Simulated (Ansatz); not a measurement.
# F₂H₄OSi₂: a ladder of functionals and wavefunction methods

Aim: compute F₂H₄OSi₂ with functionals from several rungs and with coupled cluster, and see how far each lands from CCSD(T) at the basis-set limit for the atomisation energy.

Computed with Ansatz 0.2.0, Gaussian basis. Level: functionals in def2-TZVPP, the program's frozen cores in correlated methods.

Plan: LDA (SPW92), PBE-D4, revPBE-D4, BLYP-D4, r2SCAN-D4, B97M-V, PBE0-D4, B3LYP-D4, r2SCANh-D4, r2SCAN0-D4, HSE06-D4, BHLYP-D4, CAM-B3LYP-D4, LC-ωPBE, ωB97X-V, ωB97M-V, B2PLYP, PBE-QIDH; CCSD(T)/def2-SVP; CCSD(T)/def2-TZVPP; MP2/def2-QZVPP; extrapolation to the limit; RPA on PBE.

### Step 1. Structure used throughout

An earlier PBE0-D4 in a triple-zeta def2 set relaxation fixed the geometry.

SMILES `O[SiH](F)[SiH2]F`, 9 atoms, charge 0, spin multiplicity 1.

Atoms are counted from 1 here; the program's logs count them from 0.

Bond lengths: O1–Si2 1.634 Å, O1–H6 0.959 Å, Si2–F3 1.601 Å, Si2–Si4 2.358 Å, Si2–H7 1.480 Å, Si4–F5 1.612 Å, Si4–H8 1.485 Å, Si4–H9 1.487 Å. Angles: Si2–O1–H6 118.4°, O1–Si2–F3 110.8°, O1–Si2–Si4 109.5°, O1–Si2–H7 106.2°, F3–Si2–Si4 107.8°, F3–Si2–H7 107.1°, Si4–Si2–H7 115.4°, Si2–Si4–F5 106.0°, Si2–Si4–H8 114.0°, Si2–Si4–H9 111.6°, F5–Si4–H8 108.1°, F5–Si4–H9 107.7°, H8–Si4–H9 109.2°.

### Step 2. LDA

This LDA is Slater exchange with PW92 correlation.

in.yaml reads:

```yaml
crystal:
  periodic: [false, false, false]
  atoms:
    - {symbol: O, position_ang: [0.844256, 1.766691, -0.485036]}
    - {symbol: Si, position_ang: [0.969393, 0.137753, -0.453135]}
    - {symbol: F, position_ang: [0.986743, -0.459718, -1.938460]}
    - {symbol: Si, position_ang: [-0.894005, -0.772368, 0.668268]}
    - {symbol: F, position_ang: [-2.133896, 0.202580, 0.333755]}
    - {symbol: H, position_ang: [-0.014158, 2.154901, -0.665145]}
    - {symbol: H, position_ang: [2.284576, -0.163879, 0.153839]}
    - {symbol: H, position_ang: [-1.253017, -2.143889, 0.226622]}
    - {symbol: H, position_ang: [-0.701490, -0.768270, 2.142294]}
basis:
  gaussian: {orbitals: def2-TZVPP}
hamiltonian: {xc: lda}
output: {orbitals: {seedname: orbitals}}
```

On the command line:

```
$ ansatz run in.yaml --threads 4 --pin off --events-out ev --progress --plain --max-ram 10444MiB
```

After this run come: PBE-D4 (GGA); revPBE-D4 (GGA); BLYP-D4 (GGA); r2SCAN-D4 (meta-GGA); B97M-V (meta-GGA); PBE0-D4 (hybrid); B3LYP-D4 (hybrid); r2SCANh-D4 (hybrid); r2SCAN0-D4 (hybrid); HSE06-D4 (hybrid); BHLYP-D4 (hybrid); CAM-B3LYP-D4 (range-separated); LC-ωPBE (range-separated); ωB97X-V (range-separated); ωB97M-V (range-separated); B2PLYP (double hybrid); PBE-QIDH (double hybrid); CCSD(T) in def2-SVP; CCSD(T) in def2-TZVPP; MP2 in def2-QZVPP; RPA on PBE orbitals.

Q: Predict the results of all the runs planned. Wanted: atomisation energy, CCSD(T)/CBS; farthest beyond LDA; mean size of error, GGA; mean size of error, meta-GGA; mean size of error, hybrid; mean size of error, range-separated; mean size of error, double hybrid; gap, smallest and largest; T1 diagnostic.

The runs gave:

| quantity | value |
| --- | --- |
| atomisation energy, CCSD(T)/CBS | 34.355 eV |
| functionals within 0.172 eV (0.5 %) | PBE-D4, CAM-B3LYP-D4, ωB97X-V |
| farthest beyond LDA | BHLYP-D4 (-1.426 eV) |
| mean size of error, GGA | 0.557 eV |
| mean size of error, meta-GGA | 0.239 eV |
| mean size of error, hybrid | 0.840 eV |
| mean size of error, range-separated | 0.227 eV |
| mean size of error, double hybrid | 0.721 eV |
| gap, smallest and largest | 4.79 eV (LDA (SPW92)), 11.95 eV (LC-ωPBE) |
| T1 diagnostic | 0.0124 |
| triples share of the correlation energy | 3.0 % |

In words: The LDA atomisation energy is off by 4.311 eV (13 %): it overbinds. PBE-D4 misses by -0.165 eV. Double hybrids carry the basis error of their MP2 part in triple zeta, and no dispersion term here, so their miss is partly the set-up's. Taken by rung, range-separated functionals do best (0.227 eV on average) and hybrid ones worst beyond LDA (0.840 eV). The gap between the best rungs is small, so their order is not settled. The mean of the hybrids holds BHLYP, with half exact exchange. Misses under about 0.172 eV are within the doubt on the reference itself, which lacks core-valence correlation, relativity and higher excitations. Hartree-Fock recovers 73 % of the binding; the rest is correlation. CCSD(T) in def2-SVP is off by -3.227 eV, which most functionals beat. Orbital gaps span 4.8 to 11.9 eV; exact exchange widens them.
